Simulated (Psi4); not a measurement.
# BaO (SMILES [O][Ba]): MN15/def2-TZVPP (core potential, sweep point 4)

Aim: a geometry optimisation of BaO. 

The calculation is run with Psi4 1.11.

## (1) The molecule

BaO has 2 atoms, charge 0, and is taken as a singlet. SMILES: `[O][Ba]`. The shape comes from GFN2-xTB, which is rough for such elements, and wasn't checked as a minimum. The run starts from this shape.

Bond lengths: O1–Ba2 2.101 Å.

## (2) A geometry optimisation at MN15/def2-TZVPP (core potential, sweep point 4)

File run.py:

```python
import psi4

psi4.set_memory(1600000000)
psi4.set_num_threads(1)
psi4.core.set_output_file('run.log', False)

molecule = psi4.geometry("""
0 1
O      0.000000     0.000000     0.000000
Ba     0.000000     0.000000     2.100710
symmetry c1
""")

psi4.set_options({
    'basis': 'def2-TZVPP',
    'reference': 'rks',
    'puream': True,
    'scf_type': 'pk',
    'dft_radial_points': 99,
    'dft_spherical_points': 590,
    'g_convergence': 'gau_tight',
    'geom_maxiter': 50,
})

energy_value = psi4.optimize("mn15", molecule=molecule)
print(f'mn15 energy: {energy_value:.10f} Eh')
print(molecule.to_string(dtype='xyz', units='Angstrom'))
```

Launch:

```bash
$ python run.py
```

run.log:

```text
[...]
    !!!  WARNING: ECP capability is in beta. Please check occupations closely.  !!!
[...]
  Running in c1 symmetry.
[...]
  Nuclear repulsion =   20.152318432149134
[...]
  Multiplicity = 1
[...]
  Nalpha       = 9
  Nbeta        = 9
[...]
    Number of basis functions: 71
[...]
   @RKS iter   1:  -100.01635021261129    1.07385e-01   1.66797e-02 DIIS/ADIIS
[...]
    !!!  WARNING: ECP capability is in beta. Please check occupations closely.  !!!
[...]
   @RKS iter   6:  -100.64899165069298   -2.47269e-12   2.69047e-09 DIIS
[...]
    Orbital Energies [Eh]
    ---------------------
    Doubly Occupied:
       1A    -18.653109     2A     -1.278048     3A     -0.856834
       4A     -0.675480     5A     -0.675480     6A     -0.583792
       7A     -0.228098     8A     -0.228098     9A     -0.196370
[...]
  @RKS Final Energy:  -100.64899165069298
   => Energetics <=
    Nuclear Repulsion Energy =             22.0009684193326436
    One-Electron Energy =                -191.5113270356522435
    Two-Electron Energy =                  76.0739125910462661
    DFT Exchange-Correlation Energy =      -7.2125456254196454
    Empirical Dispersion Energy =           0.0000000000000000
    VV10 Nonlocal Energy =                  0.0000000000000000
    Total Energy =                       -100.6489916506929774
[...]
 Multipole Moments:
 ------------------------------------------------------------------------------------
     Multipole            Electronic (a.u.)      Nuclear  (a.u.)        Total (a.u.)
 ------------------------------------------------------------------------------------
 L = 1.  Multiply by 2.5417464519 to convert [e a0] to [Debye]
 Dipole X            :         -0.0000000            0.0000000           -0.0000000
 Dipole Y            :          0.0000000            0.0000000            0.0000000
 Dipole Z            :         25.4404789          -22.2872070            3.1532719
 Magnitude           :                                                    3.1532719
[...]
  -Total Gradient:
     Atom            X                  Y                   Z
    ------   -----------------  -----------------  -----------------
       1       -0.000000000017     0.000000000000     0.000057592662
       2        0.000000000017    -0.000000000000     0.000062571352
[...]
    Final optimized geometry and variables:
    Molecular point group: c1
    Full point group: C_inf_v
    Geometry (in Angstrom), charge = 0, multiplicity = 1:
    O            0.000000000000     0.000000000000    -1.724213482273
    BA           0.000000000000     0.000000000000     0.199982582496
[...]
```

Standard output:

```text
Some dependencies such as QCElemental have not yet finished migration to pydantic v2. If issues are encountered please downgrade pydantic or upgrade QCElemental as appropriate
	Denominators (dg)(dq) or (dq)(dq) are very small.
	Skipping Hessian update for step 7.
Optimizer: Optimization complete!
mn15 energy: -100.6489916507 Eh
2
0 1 BaO
O                     0.000000000000     0.000000000000    -1.724213482273
Ba                    0.000000000000     0.000000000000     0.199982582496
```

Wall time 79 s (1 thread of Intel Xeon Platinum 8375C at 2.90GHz (Ice Lake), shared host); peak memory 0.83 GiB.

Step by step:

| step | energy from the first frame kept (eV) | largest force (eV/Å) |
| --- | --- | --- |
| 0 | 0.0000 | 3.2099 |
| 1 | -0.2820 | 1.4622 |
| 2 | -0.3137 | 0.4657 |
| 3 | -0.3173 | 0.2050 |
| 4 | -0.3179 | 0.0833 |
| 5 | -0.3180 | 0.0363 |
| 6 | -0.3180 | 0.0064 |
| 7 | -0.3180 | 0.0032 |

After the run. Bond lengths: O1–Ba2 1.924 Å.

## (3) Outcome

Level: MN15/def2-TZVPP (core potential, sweep point 4).

```
               quantity          value
total energy at the end  -100.64899 Eh
          dipole moment         8.01 D
            HOMO energy       -5.34 eV
            LUMO energy       -0.41 eV
          HOMO–LUMO gap        4.94 eV
            bond length        1.924 Å
```

In words: At the final geometry: Bond lengths: O1–Ba2 1.924 Å. The optimisation took 8 steps and changed the energy by -0.318 eV.
